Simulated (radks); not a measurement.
# Exchange and kinetic functionals tested on atomic densities: Ag⁺, In⁺, Eu, Tl⁺, Yb⁺, Li

Aim: take each self-consistent density and evaluate many functionals on it, against the exact exchange and kinetic energies of the same orbitals. Every spin shell is full or empty, so the densities are truly spherical.

Program: radks (a radial shooting solver on a logarithmic mesh, Libxc functionals) version 1. Level of theory: non-relativistic Kohn-Sham, exchange-only B88, spin-polarised, spherical densities, point nucleus; open shells are filled with parallel spins first. These are calculated values, not measurements, unless marked.

### 1 The system

| Item | Value |
| --- | --- |
| species | Ag⁺ ([Kr] 4d10), In⁺ ([Kr] 4d10 5s2), Eu ([Xe] 4f7 6s2), Tl⁺ ([Hg]), Yb⁺ ([Xe] 4f14 6s1), Li ([He] 2s1) |

### 2 Ag⁺, [Kr] 4d10

Settings of this run:

```text
Z 47
configuration [Kr] 4d10
relativity non-relativistic
functional b88,
spin polarised
nucleus point
```

### 3 In⁺, [Kr] 4d10 5s2

Settings of this run:

```text
Z 49
configuration [Kr] 4d10 5s2
relativity non-relativistic
functional b88,
spin polarised
nucleus point
```

### 4 Eu, [Xe] 4f7 6s2

Settings of this run:

```text
Z 63
configuration [Xe] 4f7 6s2
relativity non-relativistic
functional b88,
spin polarised
nucleus point
```

### 5 Tl⁺, [Hg]

Settings of this run:

```text
Z 81
configuration [Hg]
relativity non-relativistic
functional b88,
spin polarised
nucleus point
```

### 6 Yb⁺, [Xe] 4f14 6s1

Settings of this run:

```text
Z 70
configuration [Xe] 4f14 6s1
relativity non-relativistic
functional b88,
spin polarised
nucleus point
```

### 7 Li, [He] 2s1

Settings of this run:

```text
Z 3
configuration [He] 2s1
relativity non-relativistic
functional b88,
spin polarised
nucleus point
```

Q: Predict the outcome of this session. Wanted: for each run, error in magnitude; Ag⁺; In⁺; Eu; Tl⁺; Yb⁺; Li.

As calculated:

```
 error in magnitude (%)     Ag⁺     In⁺      Eu     Tl⁺     Yb⁺      Li
          exchange, LDA   -4.95   -4.87   -4.20   -3.77   -3.79  -13.51
          exchange, B88   +0.05   +0.05   +0.20   +0.08   +0.35   -0.10
       exchange, revPBE   -0.26   -0.26   -0.12   -0.25   +0.02   +0.30
         exchange, OPTX   +1.20   +1.23   +1.69   +1.92   +2.00   +0.08
           exchange, WC   -0.86   -0.84   -0.59   -0.61   -0.39   -3.18
          exchange, G96   +0.36   +0.37   +0.56   +0.48   +0.73   +0.05
         exchange, EV93   -0.23   -0.25   -0.27   -0.50   -0.19   +4.91
         exchange, TPSS   -0.24   -0.26   -0.22   -0.42   -0.13   +0.47
       exchange, r2SCAN   -0.07   -0.08   -0.04   -0.17   +0.05   +0.15
  kinetic, Thomas-Fermi   -5.39   -5.32   -5.02   -4.60   -4.89  -10.31
kinetic, von Weizsacker  -57.59  -58.17  -61.51  -64.75  -62.92   -2.67
       kinetic, TF + vW  +37.02  +36.51  +33.47  +30.65  +32.19  +87.02
     kinetic, TF + vW/9   -0.68   -0.67   -0.74   -0.68   -0.77   +0.50
          kinetic, LC94   +0.07   +0.08   -0.01   +0.02   -0.05   +0.29
         kinetic, APBEK   +0.13   +0.13   +0.03   +0.05   -0.02   +0.24
     kinetic, Perdew 92   -0.67   -0.66   -0.73   -0.67   -0.76   +0.53
       kinetic, Pearson   -0.93   -0.92   -0.93   -0.83   -0.94   -4.12
           kinetic, LKT  +19.65  +19.34  +17.47  +15.83  +16.69  +57.59
```

In words: Negative means that the magnitude is too small. For exchange the mean absolute error is least for r2SCAN (0.09 %) and largest for LDA (5.85 %). Among the orbital-free kinetic functionals LC94 (0.09 %) does best and von Weizsacker (51.27 %) worst. The functionals are evaluated on one density each, not self-consistently.
